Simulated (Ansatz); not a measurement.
# Alloy of GaN and AlN (2 of 8 Ga sites exchanged), 16 atoms with displaced atoms

Wanted: the effect of changed settings on energy, forces, pressure and convergence.

Program: Ansatz 0.2.0, PAW, plane waves. These are calculated values, not measurements.

## 1. The system as built

16 atoms (2 Al, 6 Ga, 8 N); a = 8.946 Å, b = 4.473 Å, c = 4.473 Å, α = 90.00°, β = 90.00°, γ = 90.00°. All atoms were shaken off their sites by about 0.02 Å along each axis.

As a file:

```xyz
16
Lattice="8.9457 0.0000 0.0000 0.0000 4.4728 0.0000 0.0000 0.0000 4.4728" Properties=species:S:1:pos:R:3 pbc="T T T"
Al    0.0537    0.0148    0.0159
Al    2.2203    4.4462    2.2765
Ga    4.4476    4.4326    0.0227
Ga    2.2650    2.2463    4.4602
Ga    6.7004    2.2656    0.0124
Ga    6.7176    0.0079    2.2244
Ga    8.9308    2.2166    2.2321
Ga    4.5056    2.2372    2.2110
N     1.1335    1.1192    1.1087
N     5.5830    1.0959    1.0911
N     3.3410    3.3617    1.1403
N     7.8182    3.3527    1.1134
N     3.3697    1.1025    3.3485
N     7.8144    1.1422    3.3554
N     1.1220    3.3727    3.3553
N     5.5922    3.3196    3.3783
```

## 2. PBEsol on the given atoms

The input, in.yaml:

```yaml
crystal:
  lattice:
    - [8.945674, 0.000000, 0.000000]
    - [0.000000, 4.472837, 0.000000]
    - [0.000000, 0.000000, 4.472837]
  atoms:
    - { symbol: Al, position: [0.006000, 0.003305, 0.003550] }
    - { symbol: Al, position: [0.248195, 0.994038, 0.508959] }
    - { symbol: Ga, position: [0.497174, 0.991000, 0.005072] }
    - { symbol: Ga, position: [0.253200, 0.502201, 0.997176] }
    - { symbol: Ga, position: [0.749008, 0.506523, 0.002775] }
    - { symbol: Ga, position: [0.750928, 0.001762, 0.497309] }
    - { symbol: Ga, position: [0.998341, 0.495568, 0.499041] }
    - { symbol: Ga, position: [0.503663, 0.500181, 0.494312] }
    - { symbol: N, position: [0.126706, 0.250231, 0.247884] }
    - { symbol: N, position: [0.624100, 0.245008, 0.243936] }
    - { symbol: N, position: [0.373482, 0.751583, 0.254943] }
    - { symbol: N, position: [0.873963, 0.749580, 0.248914] }
    - { symbol: N, position: [0.376686, 0.246498, 0.748634] }
    - { symbol: N, position: [0.873545, 0.255364, 0.750167] }
    - { symbol: N, position: [0.125429, 0.754047, 0.750160] }
    - { symbol: N, position: [0.625124, 0.742171, 0.755297] }
  symmetry: { detect: false }
kpoints:
  mp_grid: { grid: [1, 1, 1], shift: [0.25, 0.25, 0.25] }
hamiltonian:
  xc: pbesol
scf:
  occupations: { method: fermi_dirac, width: 0.01 }
output:
  forces: true
  eigenvalues: true
  stress: true
  populations: true
  write_density: true
  write_potential: true
  elf: true
  volumetric_format: npy
```

On the command line:

```bash
> ansatz run in.yaml --threads 2 --pin off --max-ram 30400MiB --runs-dir r --events-out ev --progress --plain
```

## 3. Run again with k points 2×2×2, charge changed by -2

Changes to in.yaml since step 2:

```diff
@@ -22,9 +22,10 @@
     - { symbol: N, position: [0.625124, 0.742171, 0.755297] }
-  symmetry: { detect: false }
 kpoints:
-  mp_grid: { grid: [1, 1, 1], shift: [0.25, 0.25, 0.25] }
+  mp_grid: { grid: [2, 2, 2] }
 hamiltonian:
   xc: pbesol
+total_charge: -2
 scf:
   occupations: { method: fermi_dirac, width: 0.01 }
+  max_iter: 50
 output:
@@ -33,6 +34 @@
   stress: true
-  populations: true
-  write_density: true
-  write_potential: true
-  elf: true
-  volumetric_format: npy
```

## 4. Changed settings: density cutoff ratio 3, k points Γ alone, at most 4 cycles

Changes to in.yaml since step 3:

```diff
@@ -23,9 +23,9 @@
 kpoints:
-  mp_grid: { grid: [2, 2, 2] }
+  mp_grid: { grid: [1, 1, 1] }
+basis: { ecutrho_ratio: 3 }
 hamiltonian:
   xc: pbesol
-total_charge: -2
 scf:
   occupations: { method: fermi_dirac, width: 0.01 }
-  max_iter: 50
+  max_iter: 4
 output:
```

## 5. Changed settings: xc grid 2, starting moment 1 μB, k points 2×2×2 shifted

Changes to in.yaml since step 4:

```diff
@@ -23,9 +23,12 @@
 kpoints:
-  mp_grid: { grid: [1, 1, 1] }
-basis: { ecutrho_ratio: 3 }
+  mp_grid: { grid: [2, 2, 2], shift: [0.5, 0.5, 0.5] }
+basis: { xc_grid: 2 }
 hamiltonian:
   xc: pbesol
+magnetization:
+  spin_polarized: true
+  initial_magnetization: 1
 scf:
   occupations: { method: fermi_dirac, width: 0.01 }
-  max_iter: 4
+  max_iter: 50
 output:
```

## 6. Changed settings: smearing width 0.2 eV

Changes to in.yaml since step 5:

```diff
@@ -22,13 +22,10 @@
     - { symbol: N, position: [0.625124, 0.742171, 0.755297] }
+  symmetry: { detect: false }
 kpoints:
-  mp_grid: { grid: [2, 2, 2], shift: [0.5, 0.5, 0.5] }
-basis: { xc_grid: 2 }
+  mp_grid: { grid: [1, 1, 1], shift: [0.25, 0.25, 0.25] }
 hamiltonian:
   xc: pbesol
-magnetization:
-  spin_polarized: true
-  initial_magnetization: 1
 scf:
-  occupations: { method: fermi_dirac, width: 0.01 }
-  max_iter: 50
+  occupations: { method: fermi_dirac, width: 0.2 }
+  max_iter: 100
 output:
```

**Question.** What will these runs give? Wanted: for each run, settings; status; energy from base; forces from base.

The runs gave:

| settings | status | cycles | time | energy from base (meV/atom) | forces from base (eV/Å rms) | filled to empty level on the mesh (eV) |
| --- | --- | --- | --- | --- | --- | --- |
| base | converged | 8 | 2.9 s (2 CPU threads) | 0 | 0 | 4.48 |
| k points 2×2×2, charge changed by -2 | converged | 11 | 7.1 s (GPU) | - | 0.164 | 0.22 |
| density cutoff ratio 3, k points Γ alone, at most 4 cycles | not converged | - | 1.3 s (2 CPU threads) | - | - | - |
| xc grid 2, starting moment 1 μB, k points 2×2×2 shifted | converged | 15 | 11 s (GPU) | -1.3 | 0.092 | 4.50 |
| smearing width 0.2 eV | converged | 8 | 2.4 s (2 CPU threads) | 0.0 | 0.000 | 4.48 |

**What this shows.** Among these variants the forces move most with k points 2×2×2, charge changed by -2 (0.164 eV/Å rms) and least with smearing width 0.2 eV (0.000). The base mesh is coarse for so small a cell, so pressure, spacing and their changes aren't converged values of the solid. 1 of 4 variants gave no result: density cutoff ratio 3, k points Γ alone, at most 4 cycles (not converged).
